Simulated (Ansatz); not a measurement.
# Na (Na, A15): the cost of one run

Method: DFT LDA (PW92), plane waves (420 eV) with PAW, scalar-relativistic; PBE-made PAW files, in Ansatz 0.2.0.

## Step 1: The system as given

The structure is cubic, space group Pm-3n (No. 223). Conventional cell: a = 6.707 Å, b = 6.707 Å, c = 6.707 Å, α = 90.00°, β = 90.00°, γ = 90.00°. Na (site symmetry m-3) has 12 Na at 3.75 Å as nearest neighbours. Na (site symmetry -4m2) has 6 Na at 3.35 to 3.75 Å as nearest neighbours.

As a file:

```cif
data_structure
_symmetry_space_group_name_H-M 'Pm-3n'
_symmetry_Int_Tables_number 223
_cell_length_a 6.7068
_cell_length_b 6.7068
_cell_length_c 6.7068
_cell_angle_alpha 90.000
_cell_angle_beta 90.000
_cell_angle_gamma 90.000
_cell_volume 301.68
loop_
_atom_site_label
_atom_site_type_symbol
_atom_site_symmetry_multiplicity
_atom_site_Wyckoff_symbol
_atom_site_fract_x
_atom_site_fract_y
_atom_site_fract_z
_atom_site_occupancy
Na1 Na 2 a 0.00000 0.00000 0.00000 1
Na2 Na 6 c 0.25000 0.00000 0.50000 1
```

## Step 2: Relaxing cell and atoms

Contents of input.yaml:

```yaml
crystal:
  lattice:
    - [6.7067694446, 0.0, 0.0]
    - [0.0, 6.7067694446, 0.0]
    - [0.0, 0.0, 6.7067694446]
  atoms:
    - { symbol: Na, position: [0.0, 0.0, 0.0] }
    - { symbol: Na, position: [0.5, 0.5, 0.5] }
    - { symbol: Na, position: [0.25, 0.0, 0.5] }
    - { symbol: Na, position: [0.75, 0.0, 0.5] }
    - { symbol: Na, position: [0.5, 0.25, 0.0] }
    - { symbol: Na, position: [0.5, 0.75, 0.0] }
    - { symbol: Na, position: [0.0, 0.5, 0.25] }
    - { symbol: Na, position: [0.0, 0.5, 0.75] }
hamiltonian:
  xc: lda
  pseudopotentials:
    kind: paw
    azcp:
      Na: "pseudopotentials/Na.paw.azcp"
basis:
  ecutwfc: 420
  fft_grid_basis: typed
kpoints:
  mp_grid: { grid: [4, 4, 4], shift: [0, 0, 0] }
magnetization:
  spin_polarized: false
scf:
  occupations: { method: fermi_dirac, width: 0.1 }
relax:
  max_steps: 60
  f_tol: 0.01
  cell: {}
```

**Question.** How long does this run take on 2 threads of an x86-64 CPU, shared host, and how much memory does it need?

About 17 s, with a peak of 0.68 GiB.
